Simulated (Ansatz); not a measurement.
## ZnRe under changes of volume

One of the cells (14.697 Å³/atom); the others are scaled copies at fixed shape and fractional positions:

```
Re Zn
1.0
     2.74822    0.00000    0.00000
    -1.37411    2.38003    0.00000
     0.00000    0.00000    4.49407
Re Zn
1 1
Direct
  0.33333 0.66667 0.50000
  0.00000 0.00000 0.00000
```

The cell comes from a database or a generator and needn't be the stable form of this composition.

| Item | Value |
| --- | --- |
| Program | Ansatz 0.2.0 |
| Functional | PBE |
| Potentials or basis | Ansatz PAW |
| Cutoff | 420 eV (not typed: the program's choice for these potentials) |
| k mesh | 11 × 11 × 6 |
| Occupations | fermi-dirac, width 0.05 eV |
| Spin | no spin polarisation |

| volume (Å³/atom) | energy over the lowest point (meV/atom) | pressure (GPa) |
| --- | --- | --- |
| 13.816 | 31.13 | 13.7 |
| 14.110 | 11.30 | 8.1 |
| 14.404 | 1.27 | 3.0 |
| 14.697 | 0.00 | -1.5 |
| 14.991 | ? | ? |
| 15.285 | 20.09 | -9.1 |
| 15.579 | 39.84 | -12.3 |

Task: What does the run at 14.991 Å³/atom give?

Result: Energy over the lowest point 6.56 meV/atom; pressure -5.5 GPa.

Worked out: A Birch-Murnaghan fit of order 3 (a polynomial in V^(-2/3)) to the other rows has its minimum at 14.59 Å³/atom with B0 = V·E''(V) = 220 GPa and B' = 4.6 at fixed shape and positions, which overstates the stiffness. It gives 6.55 meV/atom at 14.991 Å³/atom, against the run's 6.56, and -dE/dV = -5.5 GPa, against -5.5.

Energies are extrapolated to zero smearing.
